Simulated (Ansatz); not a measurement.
# CH5BClFSi: the cost of one run

Program: Ansatz 0.2.0. Level of theory: RKS PBE0/def2-SVP. These are calculated values, not measurements.

### 1 The structure to begin with

Bond lengths: B1–Si2 1.958 Å, Si2–C3 1.851 Å, C3–F4 1.369 Å, C3–Cl5 1.777 Å, B1–H6 1.240 Å, B1–H7 1.137 Å, Si2–H8 1.425 Å, Si2–H9 1.470 Å, C3–H10 1.148 Å. Angles (14 of 15 angles, heavy atoms first): B1–Si2–C3 108.5°, Si2–C3–F4 112.3°, Si2–C3–Cl5 111.2°, F4–C3–Cl5 110.8°, B1–Si2–H8 110.9°, B1–Si2–H9 108.4°, C3–Si2–H8 108.7°, C3–Si2–H9 110.5°, Si2–B1–H6 115.7°, Si2–B1–H7 122.8°, Si2–C3–H10 108.5°, F4–C3–H10 103.8°, Cl5–C3–H10 110.0°, H8–Si2–H9 109.9°.

Coordinates:

```xyz
10

B    -0.1524    0.5918    1.6975
Si   -0.5526    0.4304   -0.2128
C     0.6187   -0.7945   -0.9575
F     0.5569   -2.0145   -0.3393
Cl    0.3500   -0.9596   -2.7060
H    -0.8588    1.3920    2.3287
H     0.6952    0.0232    2.1996
H    -1.8859   -0.0304   -0.4150
H    -0.3801    1.7507   -0.8359
H     1.6921   -0.4403   -0.7565
```

### 2 Relaxing end A

Input file input.yaml:

```yaml
crystal:
  periodic: [false, false, false]
  atoms:
    - { symbol: B, position_ang: [-0.1524, 0.5918, 1.6975] }
    - { symbol: Si, position_ang: [-0.5526, 0.4304, -0.2128] }
    - { symbol: C, position_ang: [0.6187, -0.7945, -0.9575] }
    - { symbol: F, position_ang: [0.5569, -2.0145, -0.3393] }
    - { symbol: Cl, position_ang: [0.35, -0.9596, -2.706] }
    - { symbol: H, position_ang: [-0.8588, 1.392, 2.3287] }
    - { symbol: H, position_ang: [0.6952, 0.0232, 2.1996] }
    - { symbol: H, position_ang: [-1.8859, -0.0304, -0.415] }
    - { symbol: H, position_ang: [-0.3801, 1.7507, -0.8359] }
    - { symbol: H, position_ang: [1.6921, -0.4403, -0.7565] }
basis:
  gaussian: { orbitals: def2-SVP }
hamiltonian:
  xc: pbe0
relax:
  f_tol: 0.015
  max_steps: 40
output:
  orbitals: {}
```

Started as:

```
ansatz run input.yaml --threads 2 --pin off --max-ram 3072MiB --backend cpu --events-out ev --progress --plain --runs-dir out
```

**Question.** How long does this run take on 2 threads of Arm Neoverse V2, shared host, and how much memory does it need?

About 31 s, with a peak of 0.22 GiB.
